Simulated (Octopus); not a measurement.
Crystal: AlAu.

```
Au Al
1.0
     3.22394    0.00000    0.00000
     0.00000    3.22394    0.00000
     0.00000    0.00000    3.22394
Au Al
1 1
Direct
  0.50000 0.50000 0.50000
  0.00000 0.00000 0.00000
```

The cell comes from a database or a generator and needn't be the stable form of this composition.

| Property | Result |
| --- | --- |
| Program | Octopus 16.4 |
| Task | single point |
| Functional | PBEsol |
| Potentials or basis | pseudodojo_pbesol (PseudoDojo 0.4, PBEsol) |
| Grid spacing | 0.124 Å |
| k mesh | 8 × 8 × 8 |
| Occupations | fermi-dirac, width 0.05 eV |
| Spin | no spin polarisation |

On this cell: largest force zero by symmetry; band gap on the k mesh none (metal or under the smearing width).

The same run follows on a disturbed copy (atoms moved at random, drawn with an rms of 0.05 Å):

```
CELL_PARAMETERS angstrom
3.22394 0.00000 0.00000
0.00000 3.22394 0.00000
0.00000 0.00000 3.22394
ATOMIC_POSITIONS crystal
Au 0.49221 0.49701 0.49416
Al 0.99426 0.00878 0.00983
```

Q: What does the disturbed cell give?

A: The energy (extrapolated to zero smearing) moves by +1.0 meV/atom; largest force 0.090 eV/Å; band gap on the k mesh none (metal or under the smearing width).

Forces on the atoms (eV/Å):
```
Au   0.010  0.055  0.072
Al  -0.010 -0.055 -0.072
```
